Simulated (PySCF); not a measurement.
**[WCl5]+: from HF to coupled cluster**

Aim: at the PBE0 minimum of singlet [WCl5]+, found before, compare methods on energies and levels.

Computed with PySCF 2.14.0. Level: several methods, basis W def2-SVP with ECP60, Cl def2-SVP, scalar-relativistic core potentials, no spin–orbit coupling, density fitting.

## 1. Where the work starts

6 atoms, charge 1, spin multiplicity 1.

Bond lengths: W1–Cl2 2.257 Å, W1–Cl3 2.257 Å, W1–Cl4 2.217 Å, W1–Cl5 2.217 Å, W1–Cl6 2.217 Å. Angles: Cl2–W1–Cl3 180.0°, Cl2–W1–Cl4 90.0°, Cl2–W1–Cl5 90.0°, Cl2–W1–Cl6 90.0°, Cl3–W1–Cl4 90.0°, Cl3–W1–Cl5 90.0°, Cl3–W1–Cl6 90.0°, Cl4–W1–Cl5 120.0°, Cl4–W1–Cl6 120.0°, Cl5–W1–Cl6 120.0°.

```xyz
6
charge 1 multiplicity 1
W     0.0000    0.0000    0.0000
Cl    0.0000    0.0000    2.2575
Cl    0.0000    0.0000   -2.2575
Cl    2.2168    0.0000    0.0000
Cl   -1.1084    1.9198    0.0000
Cl   -1.1084   -1.9198    0.0000
```

## 2. PBE0

One driver script runs all steps and calls PySCF; scf.py shows the equivalent input of each level. Each SCF starts from the density of the minimum. The driver also runs the species with one electron less or more at the same geometry (cation multiplicity 2, anion multiplicity 2); their logs are not shown.

Input file scf.py:

```python
from pyscf import gto, scf, dft
mol = gto.M(atom='''
W     -0.000000    -0.000000    -0.000000
Cl     0.000000     0.000000     2.257491
Cl    -0.000000    -0.000000    -2.257491
Cl     2.216796     0.000021    -0.000000
Cl    -1.108416     1.919791    -0.000000
Cl    -1.108380    -1.919812     0.000000''',
    basis={'W': 'def2-SVP', 'Cl': 'def2-SVP'},
    ecp={'W': 'def2-SVP'},
    charge=1, spin=0)
mf = dft.RKS(mol, xc='PBE0')
mf.grids.atom_grid = (75, 302)
aux = {'W': 'def2-universal-JKFIT', 'Cl': 'def2-universal-JKFIT'}
mf = mf.density_fit(auxbasis=aux)
mf.kernel()
```

## 3. HF

scf.py: that of step 2 with these lines changed.

```diff
@@ -12,2 +12 @@
-mf = dft.RKS(mol, xc='PBE0')
-mf.grids.atom_grid = (75, 302)
+mf = scf.RHF(mol)
```

## 4. MP2

scf.py: that of step 3 with these lines changed.

```diff
@@ -15,0 +16,2 @@
+from pyscf.mp import dfmp2
+dfmp2.DFMP2(mf, frozen=25).kernel()  # the driver gives MP2 a fitting basis of its own (RI)
```

## 5. PBE

scf.py: that of step 4 with these lines changed.

```diff
@@ -12 +12,2 @@
-mf = scf.RHF(mol)
+mf = dft.RKS(mol, xc='PBE')
+mf.grids.atom_grid = (75, 302)
@@ -16,2 +16,0 @@
-from pyscf.mp import dfmp2
-dfmp2.DFMP2(mf, frozen=25).kernel()  # the driver gives MP2 a fitting basis of its own (RI)
```

## 6. CCSD(T)

scf.py: that of step 5 with these lines changed.

```diff
@@ -12,2 +12 @@
-mf = dft.RKS(mol, xc='PBE')
-mf.grids.atom_grid = (75, 302)
+mf = scf.RHF(mol)
@@ -16,0 +16,3 @@
+from pyscf import cc
+mycc = cc.CCSD(mf, frozen=25).run()
+mycc.ccsd_t()
```

(Steps that only read results are left out.)

**Question.** What will these runs give? Wanted: vertical ionisation energy, range; vertical electron affinity, range; gap, range; T1, D1.

The runs gave:

```
                         quantity                         value
vertical ionisation energy, range  15.76 (PBE) to 16.86 (HF) eV
vertical electron affinity, range    7.54 (MP2) to 9.54 (HF) eV
                       gap, range   2.42 (PBE) to 10.23 (HF) eV
                           T1, D1                  0.023, 0.095
```

The vertical ionisation energy spreads over 1.09 eV, from PBE to HF; without a CCSD(T) value for it there is no yardstick here. With an element this heavy the missing spin–orbit coupling can shift these numbers.
